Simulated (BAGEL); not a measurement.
**One shape, several levels: triplet C2H5FOSi**

Aim: a comparison of 5 runs (UHF/STO-3G, UHF/3-21G, ROHF/6-31G*, UHF/6-31G*, ROHF/def2-SVP) of triplet C2H5FOSi. 

Program for the calculation: BAGEL 1.2.2.

### 1 Starting point

C2H5FOSi has 10 atoms, charge 0, and is taken as a triplet. SMILES of the parent species: `FC1CO[SiH2]1`. The coordinates come from a PBE0-D4/def2-TZVP relaxation. That shape belongs to the parent species and isn't relaxed for this state.

Bond lengths: F1–C2 1.381 Å, C2–C3 1.541 Å, C3–O4 1.445 Å, C2–Si5 1.901 Å, O4–Si5 1.669 Å, C2–H6 1.092 Å, C3–H7 1.094 Å, C3–H8 1.093 Å, Si5–H9 1.486 Å, Si5–H10 1.485 Å. Some angles: F1–C2–C3 113.3°, F1–C2–Si5 118.4°, C3–C2–Si5 82.8°, C2–C3–O4 101.7°, C3–O4–Si5 94.5°, C2–Si5–O4 80.7°, F1–C2–H6 108.1°, C3–C2–H6 113.6°, Si5–C2–H6 118.8°, C2–C3–H7 110.5°.

### 2 The energy at UHF/STO-3G (density fitting with cc-pvqz-jkfit) (run 1)

Input file job.json:

```json
{ "bagel": [

{
  "title": "molecule",
  "basis": "sto-3g",
  "df_basis": "cc-pvqz-jkfit",
  "angstrom": true,
  "geometry": [
    { "atom": "F", "xyz": [   -1.820400,   -0.327800,   -0.810900 ] },
    { "atom": "C", "xyz": [   -0.876100,   -0.083100,    0.166900 ] },
    { "atom": "C", "xyz": [    0.290700,   -1.089800,    0.153300 ] },
    { "atom": "O", "xyz": [    1.429900,   -0.216400,   -0.011900 ] },
    { "atom": "Si", "xyz": [    0.510300,    1.162100,   -0.206800 ] },
    { "atom": "H", "xyz": [   -1.390500,   -0.023800,    1.127800 ] },
    { "atom": "H", "xyz": [    0.197300,   -1.773400,   -0.695500 ] },
    { "atom": "H", "xyz": [    0.400800,   -1.665100,    1.076000 ] },
    { "atom": "H", "xyz": [    0.820800,    2.228700,    0.780400 ] },
    { "atom": "H", "xyz": [    0.520200,    1.737300,   -1.576300 ] }
  ]
},
{
  "title": "uhf",
  "nopen": 2
},
{
  "title": "print",
  "file": "orbitals.molden",
  "orbitals": true
}

]}
```

The run is started by

```sh
$ BAGEL_NUM_THREADS=1 BAGEL job.json > job.out
```

The program printed:

```text
* using 1 threads per process

  ===============================================================
  ===============================================================

  *** Geometry ***

  { "atom" : "F", "xyz" : [     -3.440057,     -0.619452,     -1.532379 ] },
  { "atom" : "C", "xyz" : [     -1.655589,     -0.157036,      0.315395 ] },
  { "atom" : "C", "xyz" : [      0.549343,     -2.059424,      0.289695 ] },
  { "atom" : "O", "xyz" : [      2.702119,     -0.408937,     -0.022488 ] },
  { "atom" : "Si", "xyz" : [      0.964327,      2.196051,     -0.390795 ] },
  { "atom" : "H", "xyz" : [     -2.627664,     -0.044975,      2.131233 ] },
  { "atom" : "H", "xyz" : [      0.372843,     -3.351240,     -1.314305 ] },
  { "atom" : "H", "xyz" : [      0.757402,     -3.146583,      2.033345 ] },
  { "atom" : "H", "xyz" : [      1.551087,      4.211633,      1.474742 ] },
  { "atom" : "H", "xyz" : [      0.983036,      3.283021,     -2.978775 ] },

  Number of auxiliary basis functions:      827

  Since a DF basis is specified, we compute 2- and 3-index integrals:
    o Being stored without compression. Storage requirement is 0.008 GB

  Number of basis functions:       34
  Number of electrons      :       48

    * METHOD: MOLECULE                             0.76

  *** Open-shell HF ***

  === Nuclear Repulsion ===
   240.1177483176

      * DIIS with orbital gradients will be used.

  === UHF iteration (sto-3g) ===
      0       -534.59551968          0.04378661           0.15
      1       -534.73939832          0.03175832           0.15
      2       -534.80802570          0.01653633           0.15
      3       -534.84324379          0.00331873           0.15
      4       -534.85352110          0.00255065           0.16
      5       -534.86170872          0.00175553           0.15
      6       -534.86665965          0.00070933           0.15
      7       -534.86717933          0.00050259           0.15
      8       -534.86759792          0.00028253           0.15
      9       -534.86775522          0.00017561           0.15
     10       -534.86780895          0.00007478           0.15
     11       -534.86781862          0.00003691           0.15
     12       -534.86782149          0.00001793           0.15
     13       -534.86782214          0.00001039           0.15
     14       -534.86782242          0.00000499           0.14
     15       -534.86782246          0.00000246           0.14
     16       -534.86782247          0.00000109           0.15
     17       -534.86782247          0.00000048           0.15
     18       -534.86782247          0.00000029           0.14
     19       -534.86782247          0.00000015           0.14
     20       -534.86782247          0.00000007           0.14
     21       -534.86782247          0.00000004           0.14
     22       -534.86782247          0.00000002           0.14
     23       -534.86782247          0.00000001           0.14
    * SCF iteration converged.

    * S^2 (UHF) is 2.0115

    * Permanent dipole moment:
           (    0.616821,     0.388081,    -0.337396) a.u.

    * METHOD: UHF                                  3.66

    * METHOD: PRINT                                0.00

  ===============================================================
```

Wall time 4.8 s (1 thread of Arm Neoverse V1, shared host); peak memory 0.083 GiB.

### 3 A single-point energy at UHF/3-21G (density fitting with cc-pvqz-jkfit) (run 2)

Input file input.json:

```json
{ "bagel" : [

{
  "title" : "molecule",
  "basis" : "3-21g",
  "df_basis" : "cc-pvqz-jkfit",
  "angstrom" : true,
  "geometry" : [
    { "atom" : "F", "xyz" : [      -1.820400,      -0.327800,      -0.810900 ] },
    { "atom" : "C", "xyz" : [      -0.876100,      -0.083100,       0.166900 ] },
    { "atom" : "C", "xyz" : [       0.290700,      -1.089800,       0.153300 ] },
    { "atom" : "O", "xyz" : [       1.429900,      -0.216400,      -0.011900 ] },
    { "atom" : "Si", "xyz" : [       0.510300,       1.162100,      -0.206800 ] },
    { "atom" : "H", "xyz" : [      -1.390500,      -0.023800,       1.127800 ] },
    { "atom" : "H", "xyz" : [       0.197300,      -1.773400,      -0.695500 ] },
    { "atom" : "H", "xyz" : [       0.400800,      -1.665100,       1.076000 ] },
    { "atom" : "H", "xyz" : [       0.820800,       2.228700,       0.780400 ] },
    { "atom" : "H", "xyz" : [       0.520200,       1.737300,      -1.576300 ] }
  ]
},

{
  "title" : "uhf",
  "nopen" : 2
},

{
  "title" : "print",
  "file" : "orbitals.molden",
  "orbitals" : true
}

]}
```

The run is started by

```sh
$ BAGEL_NUM_THREADS=1 BAGEL input.json > input.out
```

The program printed:

```text
* using 1 threads per process

  ===============================================================
  ===============================================================

  *** Geometry ***

  { "atom" : "F", "xyz" : [     -3.440057,     -0.619452,     -1.532379 ] },
  { "atom" : "C", "xyz" : [     -1.655589,     -0.157036,      0.315395 ] },
  { "atom" : "C", "xyz" : [      0.549343,     -2.059424,      0.289695 ] },
  { "atom" : "O", "xyz" : [      2.702119,     -0.408937,     -0.022488 ] },
  { "atom" : "Si", "xyz" : [      0.964327,      2.196051,     -0.390795 ] },
  { "atom" : "H", "xyz" : [     -2.627664,     -0.044975,      2.131233 ] },
  { "atom" : "H", "xyz" : [      0.372843,     -3.351240,     -1.314305 ] },
  { "atom" : "H", "xyz" : [      0.757402,     -3.146583,      2.033345 ] },
  { "atom" : "H", "xyz" : [      1.551087,      4.211633,      1.474742 ] },
  { "atom" : "H", "xyz" : [      0.983036,      3.283021,     -2.978775 ] },

  Number of auxiliary basis functions:      827

  Since a DF basis is specified, we compute 2- and 3-index integrals:
    o Being stored without compression. Storage requirement is 0.023 GB

  Number of basis functions:       59
  Number of electrons      :       48

    * METHOD: MOLECULE                             0.76

  *** Open-shell HF ***

  === Nuclear Repulsion ===
   240.1177483176

      * DIIS with orbital gradients will be used.

  === UHF iteration (3-21g) ===
      0       -538.45168849          0.04893559           0.27
      1       -538.56406945          0.03956689           0.27
      2       -538.61750326          0.02905136           0.27
      3       -538.67440192          0.00209142           0.26
      4       -538.67821879          0.00140636           0.26
      5       -538.67980276          0.00089519           0.27
      6       -538.68147895          0.00041747           0.26
      7       -538.68187660          0.00023299           0.26
      8       -538.68199545          0.00011627           0.27
      9       -538.68202683          0.00006769           0.27
     10       -538.68203827          0.00004167           0.27
     11       -538.68204251          0.00002604           0.27
     12       -538.68204360          0.00001293           0.27
     13       -538.68204386          0.00000879           0.27
     14       -538.68204396          0.00000528           0.27
     15       -538.68204400          0.00000279           0.26
     16       -538.68204401          0.00000171           0.27
     17       -538.68204401          0.00000113           0.27
     18       -538.68204401          0.00000076           0.27
     19       -538.68204402          0.00000050           0.27
     20       -538.68204402          0.00000034           0.27
     21       -538.68204402          0.00000019           0.27
     22       -538.68204402          0.00000010           0.27
     23       -538.68204402          0.00000007           0.27
     24       -538.68204402          0.00000005           0.27
     25       -538.68204402          0.00000003           0.27
     26       -538.68204402          0.00000002           0.27
     27       -538.68204402          0.00000002           0.27
     28       -538.68204402          0.00000001           0.27
     29       -538.68204402          0.00000001           0.27
    * SCF iteration converged.

    * S^2 (UHF) is 2.0101

    * Permanent dipole moment:
           (    1.067419,     0.987661,    -0.815047) a.u.

    * METHOD: UHF                                  8.31

    * METHOD: PRINT                                0.01

  ===============================================================
```

Run time: 9.3 s. Hardware: 1 thread of Arm Neoverse V1, shared host; peak memory 0.12 GiB.

Run 3 isn't shown in full; the table further down has it.

### 4 The energy at UHF/6-31G(d) (density fitting with cc-pvqz-jkfit, spherical functions) (run 4)

Input file job.json:

```json
{ "bagel" : [

{
  "title" : "molecule",
  "basis" : "6-31gs.json",
  "df_basis" : "cc-pvqz-jkfit",
  "angstrom" : true,
  "geometry" : [
    { "atom" : "F", "xyz" : [   -1.820400,   -0.327800,   -0.810900 ] },
    { "atom" : "C", "xyz" : [   -0.876100,   -0.083100,    0.166900 ] },
    { "atom" : "C", "xyz" : [    0.290700,   -1.089800,    0.153300 ] },
    { "atom" : "O", "xyz" : [    1.429900,   -0.216400,   -0.011900 ] },
    { "atom" : "Si", "xyz" : [    0.510300,    1.162100,   -0.206800 ] },
    { "atom" : "H", "xyz" : [   -1.390500,   -0.023800,    1.127800 ] },
    { "atom" : "H", "xyz" : [    0.197300,   -1.773400,   -0.695500 ] },
    { "atom" : "H", "xyz" : [    0.400800,   -1.665100,    1.076000 ] },
    { "atom" : "H", "xyz" : [    0.820800,    2.228700,    0.780400 ] },
    { "atom" : "H", "xyz" : [    0.520200,    1.737300,   -1.576300 ] }
  ]
},
{
  "title" : "uhf",
  "nopen" : 2
},
{
  "title" : "print",
  "file" : "orbitals.molden",
  "orbitals" : true
}

]}
```

The basis set 6-31G* is read from a file made from the Basis Set Exchange's data (not shown).

The run is started by

```sh
$ BAGEL_NUM_THREADS=1 BAGEL job.json > job.out
```

The program printed:

```text
* using 1 threads per process

  ===============================================================
  ===============================================================

  *** Geometry ***

  { "atom" : "F", "xyz" : [     -3.440057,     -0.619452,     -1.532379 ] },
  { "atom" : "C", "xyz" : [     -1.655589,     -0.157036,      0.315395 ] },
  { "atom" : "C", "xyz" : [      0.549343,     -2.059424,      0.289695 ] },
  { "atom" : "O", "xyz" : [      2.702119,     -0.408937,     -0.022488 ] },
  { "atom" : "Si", "xyz" : [      0.964327,      2.196051,     -0.390795 ] },
  { "atom" : "H", "xyz" : [     -2.627664,     -0.044975,      2.131233 ] },
  { "atom" : "H", "xyz" : [      0.372843,     -3.351240,     -1.314305 ] },
  { "atom" : "H", "xyz" : [      0.757402,     -3.146583,      2.033345 ] },
  { "atom" : "H", "xyz" : [      1.551087,      4.211633,      1.474742 ] },
  { "atom" : "H", "xyz" : [      0.983036,      3.283021,     -2.978775 ] },

  Number of auxiliary basis functions:      827

  Since a DF basis is specified, we compute 2- and 3-index integrals:
    o Being stored without compression. Storage requirement is 0.047 GB

  Number of basis functions:       84
  Number of electrons      :       48

    * METHOD: MOLECULE                             0.89

  *** Open-shell HF ***

  === Nuclear Repulsion ===
   240.1177483176

      * DIIS with orbital gradients will be used.

  === UHF iteration (6-31gs.json) ===
      0       -541.26603985          0.04333683           0.41
      1       -541.41242878          0.03650833           0.41
      2       -541.49170036          0.02705259           0.40
      3       -541.58932160          0.00218701           0.40
      4       -541.59500846          0.00142172           0.40
      5       -541.59714156          0.00082142           0.40
      6       -541.59918074          0.00038498           0.41
      7       -541.59960010          0.00026175           0.41
      8       -541.59986603          0.00014383           0.41
      9       -541.59997339          0.00007385           0.41
     10       -541.59999813          0.00004031           0.41
     11       -541.60000320          0.00002196           0.40
     12       -541.60000470          0.00000896           0.41
     13       -541.60000489          0.00000407           0.40
     14       -541.60000493          0.00000218           0.40
     15       -541.60000495          0.00000121           0.41
     16       -541.60000495          0.00000076           0.41
     17       -541.60000495          0.00000046           0.41
     18       -541.60000495          0.00000029           0.41
     19       -541.60000495          0.00000015           0.41
     20       -541.60000495          0.00000009           0.41
     21       -541.60000495          0.00000006           0.40
     22       -541.60000495          0.00000003           0.40
     23       -541.60000495          0.00000002           0.40
     24       -541.60000495          0.00000001           0.41
    * SCF iteration converged.

    * S^2 (UHF) is 2.0113

    * Permanent dipole moment:
           (    0.947756,     1.265645,    -0.822120) a.u.

    * METHOD: UHF                                 10.58

    * METHOD: PRINT                                0.02

  ===============================================================
```

It took 12 s on 1 thread of Arm Neoverse V1, shared host; peak memory 0.17 GiB.

### 5 The energy at ROHF/def2-SVP (density fitting with cc-pvqz-jkfit) (run 5)

Input file input.json:

```json
{ "bagel" : [

{
  "title" : "molecule",
  "basis" : "svp",
  "df_basis" : "cc-pvqz-jkfit",
  "angstrom" : true,
  "geometry" : [
    { "atom" : "F", "xyz" : [   -1.820400,   -0.327800,   -0.810900 ] },
    { "atom" : "C", "xyz" : [   -0.876100,   -0.083100,    0.166900 ] },
    { "atom" : "C", "xyz" : [    0.290700,   -1.089800,    0.153300 ] },
    { "atom" : "O", "xyz" : [    1.429900,   -0.216400,   -0.011900 ] },
    { "atom" : "Si", "xyz" : [    0.510300,    1.162100,   -0.206800 ] },
    { "atom" : "H", "xyz" : [   -1.390500,   -0.023800,    1.127800 ] },
    { "atom" : "H", "xyz" : [    0.197300,   -1.773400,   -0.695500 ] },
    { "atom" : "H", "xyz" : [    0.400800,   -1.665100,    1.076000 ] },
    { "atom" : "H", "xyz" : [    0.820800,    2.228700,    0.780400 ] },
    { "atom" : "H", "xyz" : [    0.520200,    1.737300,   -1.576300 ] }
  ]
},
{
  "title" : "rohf",
  "charge" : 0,
  "nopen" : 2
},
{
  "title" : "print",
  "file" : "orbitals.molden",
  "orbitals" : true
}

]}
```

The run is started by

```sh
$ BAGEL_NUM_THREADS=1 BAGEL input.json > input.out
```

The program printed:

```text
* using 1 threads per process

  ===============================================================
  ===============================================================

  *** Geometry ***

  { "atom" : "F", "xyz" : [     -3.440057,     -0.619452,     -1.532379 ] },
  { "atom" : "C", "xyz" : [     -1.655589,     -0.157036,      0.315395 ] },
  { "atom" : "C", "xyz" : [      0.549343,     -2.059424,      0.289695 ] },
  { "atom" : "O", "xyz" : [      2.702119,     -0.408937,     -0.022488 ] },
  { "atom" : "Si", "xyz" : [      0.964327,      2.196051,     -0.390795 ] },
  { "atom" : "H", "xyz" : [     -2.627664,     -0.044975,      2.131233 ] },
  { "atom" : "H", "xyz" : [      0.372843,     -3.351240,     -1.314305 ] },
  { "atom" : "H", "xyz" : [      0.757402,     -3.146583,      2.033345 ] },
  { "atom" : "H", "xyz" : [      1.551087,      4.211633,      1.474742 ] },
  { "atom" : "H", "xyz" : [      0.983036,      3.283021,     -2.978775 ] },

  Number of auxiliary basis functions:      827

  Since a DF basis is specified, we compute 2- and 3-index integrals:
    o Being stored without compression. Storage requirement is 0.065 GB

  Number of basis functions:       99
  Number of electrons      :       48

    * METHOD: MOLECULE                             0.91

  *** Open-shell HF ***

  === Nuclear Repulsion ===
   240.1177483176

      * DIIS with orbital gradients will be used.

  === ROHF iteration (svp) ===
      0       -541.01282363          0.03352364           0.50
      1       -541.15873516          0.02823508           0.49
      2       -541.22830741          0.02034032           0.49
      3       -541.30863181          0.00214902           0.50
      4       -541.31482183          0.00146895           0.49
      5       -541.31787675          0.00082822           0.50
      6       -541.32028170          0.00039922           0.49
      7       -541.32091289          0.00029424           0.50
      8       -541.32127544          0.00018503           0.50
      9       -541.32153256          0.00011494           0.50
     10       -541.32161056          0.00006704           0.50
     11       -541.32164068          0.00003538           0.50
     12       -541.32164091          0.00001446           0.50
     13       -541.32164091          0.00000730           0.50
     14       -541.32164056          0.00000387           0.50
     15       -541.32164072          0.00000213           0.50
     16       -541.32164091          0.00000142           0.49
     17       -541.32164095          0.00000097           0.50
     18       -541.32164103          0.00000071           0.50
     19       -541.32164104          0.00000046           0.50
     20       -541.32164106          0.00000027           0.50
     21       -541.32164108          0.00000016           0.49
     22       -541.32164108          0.00000009           0.50
     23       -541.32164108          0.00000005           0.49
     24       -541.32164108          0.00000003           0.49
     25       -541.32164108          0.00000002           0.50
     26       -541.32164108          0.00000001           0.50
     27       -541.32164108          0.00000001           0.49
    * SCF iteration converged.

    * S^2 (ROHF) is 2.0000

    * Permanent dipole moment:
           (    0.836594,     1.230879,    -0.854084) a.u.

    * METHOD: ROHF                                14.38

    * METHOD: PRINT                                0.02

  ===============================================================
```

Run time: 16 s. Hardware: 1 thread of Arm Neoverse V1, shared host; peak memory 0.21 GiB.

### 6 All runs side by side

```csv
run,level,energy (Eh),dipole moment (D),⟨S²⟩,wall time
1,UHF/STO-3G (density fitting with cc-pvqz-jkfit),-534.867822,2.04,2.011,4.8 s
2,UHF/3-21G (density fitting with cc-pvqz-jkfit),-538.682044,4.24,2.010,9.3 s
3,"ROHF/6-31G* (density fitting with cc-pvqz-jkfit, spherical functions)",-541.595624,4.49,2.000,12 s
4,"UHF/6-31G* (density fitting with cc-pvqz-jkfit, spherical functions)",-541.600005,4.53,2.011,12 s
5,ROHF/def2-SVP (density fitting with cc-pvqz-jkfit),-541.321641,4.36,2.000,16 s
```

### 7 Results

| quantity | value |
| --- | --- |
| run 5: total energy | -541.32164 Eh |
| run 5: dipole moment | 4.36 D |
| run 5: ⟨S²⟩ | 2.000 |

What this shows: The dipole moment (its size) runs from 2.04 D (UHF/STO-3G) to 4.53 D (UHF/6-31G*). In run 1 the basis is minimal, so the values are rough. All runs together took 54 s, the longest 16 s.
